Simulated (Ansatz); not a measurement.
**AsAu3: equation of state with PBE**

Crystal: AsAu3.

```
CELL_PARAMETERS angstrom
5.95899 0.00000 0.00000
-2.97949 5.16063 0.00000
0.00000 0.00000 4.80891
ATOMIC_POSITIONS crystal
Au 0.16683 0.33366 0.25000
Au 0.16683 0.83317 0.25000
Au 0.66634 0.83317 0.25000
Au 0.83317 0.66634 0.75000
Au 0.83317 0.16683 0.75000
Au 0.33366 0.16683 0.75000
As 0.33333 0.66667 0.75000
As 0.66667 0.33333 0.25000
```

The cell comes from a database or a generator and needn't be the stable form of this composition.

```json
{
  "Program": "Ansatz 0.2.0",
  "Task": "equation of state",
  "Functional": "PBE",
  "Potentials or basis": "Ansatz PAW",
  "Cutoff": "420 eV",
  "Density cutoff": "1680 eV",
  "k mesh": "5 × 5 × 6",
  "Occupations": "fermi-dirac, width 0.05 eV",
  "Spin": "no spin polarisation"
}
```

* Equilibrium volume: 18.36 Å³/atom
* Bulk modulus at fixed shape and positions: 122 GPa
* Pressure derivative of the bulk modulus: 5.5

Energy against volume, from the lowest point:
| volume (Å³/atom) | energy (meV/atom) |
| --- | --- |
| 17.376 | 22.11 |
| 17.746 | 8.00 |
| 18.116 | 0.91 |
| 18.486 | 0.00 |
| 18.855 | 4.52 |
| 19.225 | 13.80 |
| 19.595 | 27.25 |

All runs of the series together: 29 s on 4 threads of Arm Neoverse V1, on a shared host.

Caveat: the cell was scaled at fixed shape and fractional positions, which overstates the stiffness of a crystal with free parameters, most of all of layers and chains. The run has no spin-orbit coupling, so splittings on Au are missing.
